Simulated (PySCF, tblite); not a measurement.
# C5H11NO2Si: geometry, infrared bands and NMR shifts

Aim: predict the infrared bands and NMR shifts of C5H11NO2Si (`O=C(O)[C@H]1C[C@@H](N[SiH3])C1`).

Computed with tblite 0.8.0 and PySCF 2.14.0, with density-fitted response routines of our own, on a single molecule in the gas phase. Atoms are numbered from 0 throughout.

## 1. The molecule as given

20 atoms, charge 0, multiplicity 1; geometry from: force field or distance geometry start.

Bonds of the start (Å): O0–C1 1.21, C1–O2 1.37, C1–C3 1.55, C3–C4 1.54, C4–C5 1.54, C5–N6 1.47, N6–Si7 1.71, C5–C8 1.55, C8–C3 1.56, O2–H9 0.99, C3–H10 1.11, C4–H11 1.10, C4–H12 1.10, C5–H13 1.10, N6–H14 1.02, Si7–H15 1.49, Si7–H16 1.48, Si7–H17 1.49, C8–H18 1.09, C8–H19 1.10.

## 2. Geometry optimisation with GFN2-xTB

What the job is given:

```
{"job": {"kind": "relax", "xc": "GFN2-xTB", "basis": "xTB"}, "charge": 0, "multiplicity": 1}
O     -3.625600     0.502700     0.317800
C     -2.665100    -0.024000     0.825300
O     -2.596800    -0.101700     2.190300
C     -1.442600    -0.659200     0.124700
C     -0.858800     0.079400    -1.090900
C      0.527700    -0.427300    -0.657600
N      1.491200     0.671500    -0.773800
Si     3.139300     0.563000    -0.317000
C     -0.032800    -0.498500     0.780600
H     -3.435300     0.346000     2.477300
H     -1.655400    -1.722800    -0.103300
H     -1.203100    -0.289300    -2.068900
H     -1.013700     1.169300    -1.053400
H      0.825000    -1.386800    -1.102900
H      1.466300     1.124800    -1.681900
H      3.207200     0.073500     1.086300
H      3.724000     1.909300    -0.468700
H      3.773700    -0.396200    -1.257100
H      0.303700    -1.342400     1.383100
H      0.065700     0.419300     1.387000
```

Launch:

```sh
OMP_NUM_THREADS=1 python probes_run.py task.json out
```

The driver reads the jobs from task.json and runs them one after another.

**Question.** This job is followed by: GFN2-xTB harmonic vibrations, gas phase; GIAO PBE0/pcSseg-1 NMR shielding, non-relativistic, gas phase. Predict these results of the whole session: strongest single infrared mode (GFN2-xTB); zero-point energy (GFN2-xTB); 13C shifts against TMS (PBE0/pcSseg-1, means over atoms taken as alike); 1H shifts against TMS (PBE0/pcSseg-1, means over atoms taken as alike); 17O shifts against H2O (PBE0/pcSseg-1); 15N shifts against NH3 (PBE0/pcSseg-1); 29Si shifts against TMS (PBE0/pcSseg-1).

As calculated:

```
                                                               quantity                                         value
                              strongest single infrared mode (GFN2-xTB)                         1785 cm⁻¹, 389 km/mol
                                           zero-point energy (GFN2-xTB)                                 96.2 kcal/mol
13C shifts against TMS (PBE0/pcSseg-1, means over atoms taken as alike)                   183.9, 48.5, 39.3, 29.9 ppm
 1H shifts against TMS (PBE0/pcSseg-1, means over atoms taken as alike)  6.02, 4.60, 3.15, 2.90, 2.82, 2.00, 0.61 ppm
                                 17O shifts against H2O (PBE0/pcSseg-1)                              411.2, 212.1 ppm
                                 15N shifts against NH3 (PBE0/pcSseg-1)                                      48.8 ppm
                                29Si shifts against TMS (PBE0/pcSseg-1)                                     -60.9 ppm
```

**Reading.** Over 170 steps the energy fell by 0.629 eV; of the close pairs, C1–C3 changed most, 1.546 to 1.502 Å. The lowest mode is imaginary (21i cm⁻¹), so the xTB geometry is not a minimum. The strongest single mode, at 1785 cm⁻¹, moves mainly C1 and O0. Unscaled tight-binding wavenumbers are off by several per cent, some by more. Its intensities can rank the bands wrongly. At PBE0/pcSseg-1: Shielding is most anisotropic at O0 (span 585 ppm, paramagnetic term -480 ppm).
